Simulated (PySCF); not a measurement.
# A diatomic session: CSe

An exercise on one series of results from a longer session: the logs are not shown, and one member is left open.

Method: C pcseg-1, Se pcseg-1, no relativity; program: PySCF 2.14.0.

The first run:

Settings of the job:

- atoms: C, Se
- charge: 0
- basis: C pcseg-1, Se pcseg-1
- Hamiltonian: no relativity
- basis functions: 41
- electrons treated: 40
- masses in u: 12.0000, 79.9165
- levels: PBE0, PBE, r²SCAN, M06, TPSSh, B97-3, CAM-B3LYP, HF, MP2, SCS-MP2, CCSD, CCSD(T)
- grid: 80 radial by 434 angular points
- occupations: held fixed by the projection of orbital angular momentum
- dissociation limit: C + Se, each in its ground configuration
- starting distance in angstrom: 1.825
- values of 2S to try: 0, 2, 4

Started as:

```sh
$ OMP_NUM_THREADS=1 python dia.py task.json out
```

Steps of the session up to this table: Input; The PBE0 curve of the state that the search chose; Other states along the same grid; PBE (GGA); r²SCAN; M06 (hybrid meta-GGA); TPSSh; B97-3; CAM-B3LYP (range-separated hybrid); RHF; Adding correlation.

One table of the session follows, with a row left open; its other results are not shown here.

Energy (eV) from each level's lowest point:

```
R (Å)    RHF  RHF-MP2  RHF-SCS-MP2  RHF-CCSD  RHF-CCSD(T)
1.446  1.632    1.957        1.948       n/a          n/a
1.514  0.657    0.905        0.897     0.872        0.958
1.581      ?        ?            ?         ?            ?
1.631  0.000    0.082        0.079     0.070        0.099
1.682  0.000    0.000        0.000     0.000        0.000
1.732  0.116    0.030        0.034     0.043        0.012
1.800  0.404    0.201        0.210     0.232        0.154
1.884  0.913    0.565        0.580     0.615        0.470
1.985  1.648    1.156        1.174     1.202        0.965
2.119  2.702    2.147        2.155       n/a          n/a
```

Q: Estimate the row for R (Å) = 1.581 from the others.

Worked estimate for «RHF». A straight line through the neighbours (1.514, 0.657) and (1.631, 0.000) gives 0.657 + (0.000 − 0.657) × (1.581 − 1.514) / (1.631 − 1.514) = 0.281; a parabola fitted to 4 rows on both sides gives 0.134.

The run gave: RHF: 0.150; RHF-MP2: 0.308; RHF-SCS-MP2: 0.302; RHF-CCSD: 0.286; RHF-CCSD(T): 0.341. In «RHF» the line misses by +0.131 and the parabola by -0.016.

State 2 has its PBE0 minimum 2.80 eV higher. State 3 has its PBE0 minimum 4.79 eV higher. The other levels ran on the lowest alone.
